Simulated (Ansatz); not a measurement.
# B4O2Pb: the cost of one run

Computed with Ansatz 0.2.0 (the levels named in each step, unless a step's input says otherwise).

### Step 1. The system as given

Bond lengths: O1–B2 1.224 Å, B2–B3 1.573 Å, B3–B4 1.515 Å, B4–B5 1.573 Å, B5–O6 1.224 Å, B3–Pb7 2.387 Å, B4–Pb7 2.387 Å. Angles: O1–B2–B3 179.5°, B2–B3–B4 165.0°, B2–B3–Pb7 123.5°, B4–B3–Pb7 71.5°, B3–B4–B5 165.0°, B3–B4–Pb7 71.5°, B5–B4–Pb7 123.5°, B4–B5–O6 179.5°, B3–Pb7–B4 37.0°.

Coordinates:

```xyz
7

O     3.6678   -1.8064   -0.6201
B     2.4861   -1.6455   -0.3451
B     0.9686   -1.4263    0.0052
B    -0.4804   -1.6045    0.4089
B    -1.8696   -2.1814    0.8679
O    -2.9545   -2.6212    1.2250
Pb   -0.1128    0.6997   -0.0956
```

### Step 2. A rough first relaxation, PBE-D4/def2-SVPD

input.yaml reads:

```yaml
crystal:
  periodic: [false, false, false]
  atoms:
    - { symbol: O, position_ang: [3.66778, -1.80645, -0.62007] }
    - { symbol: B, position_ang: [2.4861, -1.64552, -0.34508] }
    - { symbol: B, position_ang: [0.96862, -1.42626, 0.0052] }
    - { symbol: B, position_ang: [-0.48039, -1.60453, 0.40888] }
    - { symbol: B, position_ang: [-1.86962, -2.18145, 0.86794] }
    - { symbol: O, position_ang: [-2.95454, -2.62115, 1.225] }
    - { symbol: Pb, position_ang: [-0.1128, 0.69969, -0.09557] }
basis:
  gaussian: { orbitals: def2-SVPD }
hamiltonian:
  xc: pbe
  dispersion: d4
relax:
  f_tol: 0.03
  max_steps: 200
```

Started as:

```sh
ansatz run input.yaml --threads 4 --pin off --max-ram 10240MiB --backend cpu --events-out ev --progress --plain --runs-dir out
```

**Question.** How long does this run take on 4 threads of Arm Neoverse N1, shared host, and how much memory does it need?

About 49 s, with a peak of 0.22 GiB.
